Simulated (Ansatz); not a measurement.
**C₅H₁₃BrGaN: one species, many functionals**

One table from this session's results is given with a row withheld; the runs are named, their logs left out.

Program: Ansatz 0.2.0, Gaussian basis. Level of theory: functionals in def2-TZVPP. These are calculated values, not measurements.

Plan: LDA (SPW92), PBE-D4, revPBE-D4, BLYP-D4, r2SCAN-D4, B97M-V, PBE0-D4, B3LYP-D4, r2SCANh-D4, r2SCAN0-D4.

## The relaxed structure

The geometry comes from an earlier relaxation with PBE0-D4 in a triple-zeta def2 set; it is a stationary point, not always the lowest conformer.

21 atoms, charge 0, spin multiplicity 1.

Atoms are counted from 1 here; the program's logs count them from 0.

Bond lengths: C1–C2 1.525 Å, C1–H9 1.096 Å, C1–H10 1.093 Å, C1–H11 1.094 Å, C2–C3 1.525 Å, C2–Ga4 1.973 Å, C2–H12 1.096 Å, C3–H13 1.094 Å, C3–H14 1.096 Å, C3–H15 1.093 Å, Ga4–Br5 2.315 Å, Ga4–N6 1.814 Å, N6–C7 1.440 Å, N6–C8 1.441 Å, C7–H16 1.099 Å, C7–H17 1.099 Å, C7–H18 1.091 Å, C8–H19 1.100 Å and more. Angles: C2–C1–H9 110.4°, C2–C1–H10 112.5°, C2–C1–H11 111.3°, H9–C1–H10 107.5°, H9–C1–H11 107.3°, H10–C1–H11 107.6°, C1–C2–C3 111.3°, C1–C2–Ga4 110.4°, C1–C2–H12 109.0°, C3–C2–Ga4 110.4°, C3–C2–H12 109.0°, Ga4–C2–H12 106.7°, C2–C3–H13 111.3°, C2–C3–H14 110.4°, C2–C3–H15 112.5°, H13–C3–H14 107.3°, H13–C3–H15 107.6°, H14–C3–H15 107.5° and more.

The first run:

in.yaml

```yaml
crystal:
  periodic: [false, false, false]
  atoms:
    - {symbol: C, position_ang: [1.011971, -0.308717, -2.492753]}
    - {symbol: C, position_ang: [1.061908, -0.686619, -1.016017]}
    - {symbol: C, position_ang: [1.381353, -2.166864, -0.834216]}
    - {symbol: Ga, position_ang: [-0.645048, -0.238368, -0.133942]}
    - {symbol: Br, position_ang: [-2.555625, -1.289630, -0.911063]}
    - {symbol: N, position_ang: [-0.943192, 0.910698, 1.238059]}
    - {symbol: C, position_ang: [-2.230080, 1.179351, 1.825283]}
    - {symbol: C, position_ang: [0.128033, 1.654997, 1.850153]}
    - {symbol: H, position_ang: [1.952252, -0.577207, -2.988175]}
    - {symbol: H, position_ang: [0.854772, 0.762281, -2.645235]}
    - {symbol: H, position_ang: [0.208282, -0.838467, -3.012024]}
    - {symbol: H, position_ang: [1.837843, -0.091483, -0.521943]}
    - {symbol: H, position_ang: [0.598396, -2.798535, -1.263441]}
    - {symbol: H, position_ang: [2.319128, -2.420657, -1.342000]}
    - {symbol: H, position_ang: [1.491730, -2.444883, 0.217225]}
    - {symbol: H, position_ang: [-2.241659, 0.926475, 2.895221]}
    - {symbol: H, position_ang: [-2.494529, 2.242998, 1.738338]}
    - {symbol: H, position_ang: [-3.008696, 0.596256, 1.331949]}
    - {symbol: H, position_ang: [-0.033703, 2.739305, 1.765009]}
    - {symbol: H, position_ang: [1.086617, 1.425510, 1.378396]}
    - {symbol: H, position_ang: [0.220246, 1.423557, 2.921156]}
basis:
  gaussian: {orbitals: def2-TZVPP}
hamiltonian: {xc: lda}
output: {orbitals: {seedname: orbitals}}
```

On the command line:

```console
$ ansatz run in.yaml --threads 4 --pin off --events-out ev --progress --plain --max-ram 66560MiB --backend cuda --devices 0, --max-vram 37GiB
```

Among the steps run: LDA; PBE-D4 (GGA); revPBE-D4 (GGA); BLYP-D4 (GGA); r2SCAN-D4 (meta-GGA); B97M-V (meta-GGA); PBE0-D4 (hybrid); B3LYP-D4 (hybrid); r2SCANh-D4 (hybrid); r2SCAN0-D4 (hybrid).

One table of the session follows, with a row left open; its other results are not shown here.

```
 functional  HOMO (eV)  LUMO (eV)  gap (eV)
LDA (SPW92)      -5.37      -1.45      3.92
     PBE-D4      -5.22      -1.18      4.05
  revPBE-D4      -5.16      -1.04      4.12
    BLYP-D4      -5.11      -1.09      4.03
  r2SCAN-D4      -5.44      -0.96      4.48
     B97M-V      -5.55      -1.14      4.41
    PBE0-D4      -6.44      -0.41      6.03
   B3LYP-D4      -6.25      -0.65      5.60
 r2SCANh-D4      -5.90      -0.69      5.22
 r2SCAN0-D4          ?          ?         ?
```

**Question.** Estimate the row for r2SCAN0-D4.

Worked estimate for «HOMO (eV)». Against the share of exact exchange, r2SCAN-D4 (0, -5.44), r2SCANh-D4 (0.1, -5.90) give a slope of -4.60 per unit share; at 0.25 the line stands at -6.59.

**Answer.** HOMO (eV): -6.60; LUMO (eV): -0.29; gap (eV): 6.32. In «HOMO (eV)» the line misses by +0.01.
